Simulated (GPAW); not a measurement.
# BaMg6Cu (Amm2) in GPAW: single point with LDA

Aim: the single point of BaMg6Cu with LDA.

Everything below comes from runs of GPAW 26.7.0. Logs are shortened: lines on timing, memory, paths and dates and some standing lists are left out, and cuts for length are marked. The log counts tension as positive stress, the text compression.

### Step 1. Starting point

It takes space group Amm2 (No. 38, orthorhombic). The conventional cell has a = 4.989 Å, b = 6.083 Å, c = 14.019 Å, α = 90.00°, β = 90.00°, γ = 90.00°. Ba (site symmetry mm2) is surrounded by 2 Cu at 3.40 Å and 8 Mg at 3.42 to 3.66 Å. Cu (site symmetry mm2) is surrounded by 6 Mg at 2.68 to 2.91 Å. Mg (site symmetry mm2) has 8 Mg at 3.10 to 3.26 Å and 2 Ba at 3.42 Å as nearest neighbours. Around Mg (site symmetry mm2) lie 8 Mg at 3.26 to 3.60 Å and 2 Cu at 3.67 Å. Around Mg (site symmetry m) lie 2 Cu at 2.91 Å and 5 Mg at 2.93 to 3.16 Å. Mg (site symmetry m) is surrounded by 1 Cu at 2.68 Å and 1 Mg at 2.96 Å.

The cell comes from a database or a generator and needn't be the stable form of this composition.

### Step 2. Single point, LDA

File run.py:

```python
from ase import Atoms
from ase.dft.bandgap import bandgap
from ase.io import write
from ase.units import GPa
from gpaw import GPAW, PW

atoms = Atoms(['Ba', 'Cu', 'Mg', 'Mg', 'Mg', 'Mg', 'Mg', 'Mg'],
              cell=[[4.98936, 0.0, 0.0],
                    [0.0, 3.041657, 7.0093915],
                    [0.0, -3.041657, 7.0093915]],
              scaled_positions=[[0.5, 0.706593, 0.706593],
                                [0.5, 0.097847, 0.097847],
                                [0.0, 0.873706, 0.873706],
                                [0.0, 0.289749, 0.289749],
                                [0.0, 0.314417, 0.832941],
                                [0.0, 0.832941, 0.314417],
                                [0.5, 0.19903, 0.685714],
                                [0.5, 0.685714, 0.19903]],
              pbc=True)

calc = GPAW(mode=PW(800),
            xc='LDA',
            kpts={'size': (6, 5, 5), 'gamma': True},
            occupations={'name': 'methfessel-paxton', 'order': 0, 'width': 0.1},
            nbands=65,
            convergence={'density': 1e-05, 'energy': 1e-05},
            maxiter=150,
            txt='gpaw.txt')
atoms.calc = calc
energy = atoms.get_potential_energy()
forces = atoms.get_forces()
stress = atoms.get_stress()
calc.write('gs.gpw')
write('result.traj', atoms)
print(f'Energy: {energy:.6f} eV')
print('Forces (eV/A):')
print(forces.round(4))
print('Stress (GPa):', (stress / GPa).round(3))
print('Fermi level:', round(calc.get_fermi_level(), 4), 'eV')
print(f'Gap: {bandgap(calc)[0]:.4f} eV, direct: {bandgap(calc, direct=True)[0]:.4f} eV')
```

Potentials or basis: the program's PAW data sets (release 1.2.1) made for this functional, pw.

Command:

```bash
$ OMP_NUM_THREADS=1 python run.py
```

gpaw.txt:

```text
__  _  _
 | _ |_)|_||  |
 |__||  | ||/\| - 26.7.0

Input parameters:
  mode=PW(ecut=800.0),
  convergence={'density': 1e-05, 'energy': 1e-05},
  kpts=MonkhorstPack(size=(6, 5, 5), gamma=True),
  maxiter=150,
  nbands=65,
  occupations=Occupations(name='methfessel-paxton', order=0, width=0.1),
  xc=XC(name='LDA')

Diagonalizing LCAO Hamiltonian
Converting LCAO to pw mode

        Mg

              Ba

         Mg
       Mg
               Mg

             Mg
        Mg

              Cu

Atoms  # Å, Bohr magnetons
|   | symbol |        x |         y |         z |    initial magnetic moments |
|---|--------|----------|-----------|-----------|-----------------------------|
| 0 |     Ba | 2.494680 | -0.000000 |  9.905574 | ( 0.0000,  0.0000,  0.0000) |
| 1 |     Cu | 2.494680 |  0.000000 |  1.371696 | ( 0.0000,  0.0000,  0.0000) |
| 2 |     Mg | 0.000000 |  0.000000 | 12.248295 | ( 0.0000,  0.0000,  0.0000) |
| 3 |     Mg | 0.000000 | -0.000000 |  4.061928 | ( 0.0000,  0.0000,  0.0000) |
| 4 |     Mg | 0.000000 | -1.577172 |  8.042281 | ( 0.0000,  0.0000,  0.0000) |
| 5 |     Mg | 0.000000 |  1.577172 |  8.042281 | ( 0.0000,  0.0000,  0.0000) |
| 6 |     Mg | 2.494680 | -1.480326 |  6.201517 | ( 0.0000,  0.0000,  0.0000) |
| 7 |     Mg | 2.494680 |  1.480326 |  6.201517 | ( 0.0000,  0.0000,  0.0000) |

Unit cell  # Å
| periodic |        x |         y |        z |  lengths |    angles |
|----------|----------|-----------|----------|----------|-----------|
|      yes | 4.989360 |  0.000000 | 0.000000 | 4.989360 | 46.915924 |
|      yes | 0.000000 |  3.041657 | 7.009392 | 7.640893 | 90.000000 |
|      yes | 0.000000 | -3.041657 | 7.009392 | 7.640893 | 90.000000 |

Number of symmetries: 4
Symmetry operations  # r_c * U_cc + t_c -> r_c
|   | kind |            matrix            |
|---|------|------------------------------|
| 0 |  E   |  1, 0, 0,  0, 1, 0,  0, 0, 1 |
| 1 |  σ   |  1, 0, 0,  0, 0, 1,  0, 1, 0 |
| 2 |  σ   | -1, 0, 0,  0, 1, 0,  0, 0, 1 |
| 3 |  C2  | -1, 0, 0,  0, 0, 1,  0, 1, 0 |

BZ-sampling:
  Number of BZ points: 150
  Number of IBZ points: 36

  Monkhorst-Pack size: [6, 5, 5]
  Monkhorst-Pack shift: [0.08333333333333333, 0.0, 0.0]

K-points  # in reciprocal-cell coordinates
|     |                                coordinates |     weight |
|-----|--------------------------------------------|------------|
|   0 | (  0.00000000,   0.00000000,   0.00000000) | 0.00666667 |
|   1 | (  0.00000000,   0.20000000,  -0.20000000) | 0.01333333 |
|   2 | (  0.00000000,   0.20000000,   0.00000000) | 0.02666667 |
|   3 | (  0.00000000,   0.20000000,   0.20000000) | 0.01333333 |
|   4 | (  0.00000000,   0.40000000,  -0.40000000) | 0.01333333 |
|   5 | (  0.00000000,   0.40000000,  -0.20000000) | 0.02666667 |
|   6 | (  0.00000000,   0.40000000,   0.00000000) | 0.02666667 |
|   7 | (  0.00000000,   0.40000000,   0.20000000) | 0.02666667 |
|   8 | (  0.00000000,   0.40000000,   0.40000000) | 0.01333333 |
|   9 | (  0.16666667,   0.00000000,   0.00000000) | 0.01333333 |
| ... |                                            |            |
|  35 | (  0.50000000,   0.40000000,   0.40000000) | 0.01333333 |

Plane wave coefficients: 10963
Cutoff: 800.0 eV

Spin-components: 1 (collinear spins)
Bands:           65
Projectors:      42
Spin-degeneracy: 2
Datatype:        complex128

Parallelization:
  kpt:    1
  domain: 1
  band:   1

Density:
  Valence electrons: 81.0
  Components: 1
  Grid points: [35 50 50]
  Charge: 0.0  # |e|

Potential:
  Grid points: [35 50 50]

species:
  Ba:
    name:    Barium
    Z:       56.0
    valence: 10
    core:    46
    charge:  0.0  # [|e|]
    compensation charges:
      type: gauss
      rc: 0.37  # [Å]
      lmax: 2
    cutoffs:
      filter: 2.06  # [Å]
      core: 2.33  # [Å]
    projectors
    | kind |    occ | energy [eV] | rcut [Å] |
    |------|--------|-------------|----------|
    |   5s |  2.000 |     -33.774 |    1.164 |
    |   6s |  2.000 |      -3.346 |    1.164 |
    |   5p |  6.000 |     -18.813 |    1.164 |
    |    p |        |       0.000 |    1.164 |
    |    d |        |       0.000 |    1.164 |
    |    d |        |      27.211 |    1.164 |

    Using partial waves for Ba as LCAO basis

  Cu:
    name:    Copper
    Z:       29.0
    valence: 11
    core:    18
    charge:  0.0  # [|e|]
    compensation charges:
      type: gauss
      rc: 0.33  # [Å]
      lmax: 2
    cutoffs:
      filter: 2.06  # [Å]
      core: 2.43  # [Å]
    projectors
    | kind |    occ | energy [eV] | rcut [Å] |
    |------|--------|-------------|----------|
    |   4s |  1.000 |      -4.857 |    1.164 |
    |   4p |  0.000 |      -0.783 |    1.164 |
    |   3d | 10.000 |      -5.324 |    1.058 |
    |    s |        |      22.354 |    1.164 |
    |    p |        |      26.429 |    1.164 |
    |    d |        |      21.887 |    1.058 |

    Using partial waves for Cu as LCAO basis

  Mg:
    name:    Magnesium
    Z:       12.0
    valence: 10
    core:    2
    charge:  0.0  # [|e|]
    compensation charges:
      type: gauss
      rc: 0.33  # [Å]
      lmax: 2
    cutoffs:
      filter: 1.86  # [Å]
      core: 0.54  # [Å]
    projectors
    | kind |    occ | energy [eV] | rcut [Å] |
    |------|--------|-------------|----------|
    |   2s |  2.000 |     -79.291 |    1.090 |
    |   3s |  2.000 |      -4.782 |    1.090 |
    |   2p |  6.000 |     -46.725 |    1.085 |
    |   3p |  0.000 |      -1.374 |    1.085 |
    |    d |        |       0.000 |    1.037 |

    Using partial waves for Mg as LCAO basis

Reference energy: -298622.250700  # eV

eigensolver:
  PPCG
  Converge bands: occupied
  niter=2

density mixing:
  MSR1-Mixer
  Pratt-step length: 0.05
  Maximum mixing coefficient: 0.75
  Old densities: 10
  SVD Regularization: 0.005
  Good broyden scale: 1.0
  Trust region scale: 1.0
  Backstep threshold: 4.0
  History deletion threshold: 6.0
  Fourier metric: weight=20.0, sigma=0.015

occupation numbers:
  Methfessel-Paxton:
    width: 0.1000  # eV
    order: 0

poisson solver:
  ecut: 6400.0  # eV

xc functional:
  name: None

convergence criteria:
- Maximum integral of absolute [dens]ity change: 1e-05 electrons / valence electron
- Maximum [total energy] change in last 3 cyles: 1e-05 eV / valence electron
- Maximum integral of absolute [eigenst]ate change: 4e-08 eV^2 / valence electron
maximum number of iterations: 150

SCF iterations
|iter     | |      energy | eigst |  dens |
|---------|-|-------------|-------|-------|
|iter:   1| |  -18.710648 | +0.46 |       |
|iter:   2| |  -18.100529 | -0.86 | -1.30 |
|iter:   3| |  -17.757696 | -1.95 | -1.42 |
|iter:   4| |  -17.567445 | -1.98 | -1.55 |
|iter:   5| |  -17.538424 | -2.92 | -1.86 |
|iter:   6| |  -17.528411 | -3.30 | -2.10 |
|iter:   7| |  -17.527654 | -4.08 | -2.52 |
|iter:   8| |  -17.527511 | -4.87 | -3.00 |
|iter:   9| |  -17.527492c| -5.56 | -3.51 |
|iter:  10| |  -17.527484c| -6.46 | -3.98 |
|iter:  11| |  -17.527484c| -6.98 | -4.29 |
|iter:  12| |  -17.527483c| -8.09c| -4.89 |
|iter:  13| |  -17.527484c| -8.70c| -5.33c|

Converged in 13 steps
Energy contributions relative to reference atoms: (reference = -298622.250700)

Energy contributions:
  Kinetic:         -27.432033
  Coulomb:          32.913216
  Zero:             -0.481072
  External:          0.000000
  Xc:              -22.516789
  Entropy:          -0.021612
  Spinorbit:         0.000000
  ----------------------------
  Free energy:     -17.538290
  Extrapolated:    -17.527484

dipole moment: (-28.987950, -0.000000, -1.489941)  # |e|*Ang

Fermi level: 3.708
Eigenvalues  # (at kpt = [0.000, 0.000, 0.000])
| band index |      eig [eV] | occ [0-2] |
|------------|---------------|-----------|
|          0 |       -72.057 |     2.000 |
|        ... |               |           |
|         33 |         1.019 |     2.000 |
|         34 |         1.032 |     2.000 |
|         35 |         1.220 |     2.000 |
|         36 |         1.889 |     2.000 |
|         37 |         2.386 |     2.000 |
|         38 |         2.719 |     2.000 |
|         39 |         3.336 |     2.000 |
|         40 |         3.518 |     1.993 |
|         41 |         4.216 |     0.000 |
|         42 |         4.621 |     0.000 |
|         43 |         6.145 |     0.000 |
|         44 |         6.201 |     0.000 |
|         45 |         6.301 |     0.000 |
|         46 |         6.698 |     0.000 |
|         47 |         6.972 |     0.000 |
|         48 |         7.101 |     0.000 |
|        ... |               |           |
|         64 |        13.377 |     0.000 |

No gap
No difference between direct/indirect transitions

Forces  # eV/Ang
|       x |        y |        z |
|---------|----------|----------|
| 0.00000 |  0.00000 | -0.13513 |  # Ba   0
| 0.00000 | -0.00000 | -0.19587 |  # Cu   1
| 0.00000 | -0.00000 |  0.03426 |  # Mg   2
| 0.00000 | -0.00000 | -0.01022 |  # Mg   3
| 0.00000 | -0.05038 |  0.06363 |  # Mg   4
| 0.00000 |  0.05038 |  0.06363 |  # Mg   5
| 0.00000 | -0.05639 |  0.08982 |  # Mg   6
| 0.00000 |  0.05639 |  0.08982 |  # Mg   7

Stress tensor  # eV/Ang^3
|        x |        y |        z |
|----------|----------|----------|
| 0.014683 | 0.000000 | 0.000000 |
| 0.000000 | 0.013768 | 0.000000 |
| 0.000000 | 0.000000 | 0.012820 |

# Writing to gs.gpw (mode='')
```

Wall time 22 min (1 thread of Arm Neoverse N1, shared host); peak memory 0.82 GiB.

Results:

```yaml
Free_energy: -17.5383 eV
Pressure: -2.2 GPa
Largest_force: 0.196 eV/Å
Band_gap_on_the_k_mesh: none (metal or under the smearing width)
```

Forces in eV/Å, atoms in the order of the input:
```
Ba   0.000  0.000 -0.135
Cu   0.000  0.000 -0.196
Mg   0.000  0.000  0.034
Mg   0.000  0.000 -0.010
Mg   0.000 -0.050  0.064
Mg   0.000  0.050  0.064
Mg   0.000 -0.056  0.090
Mg   0.000  0.056  0.090
```

Caveat: with this Cu data set, volumes or pressures lay over 1.5 % or 2 GPa off other programs in two to four cells of ten. The run has no spin-orbit coupling, so splittings on Ba are missing.
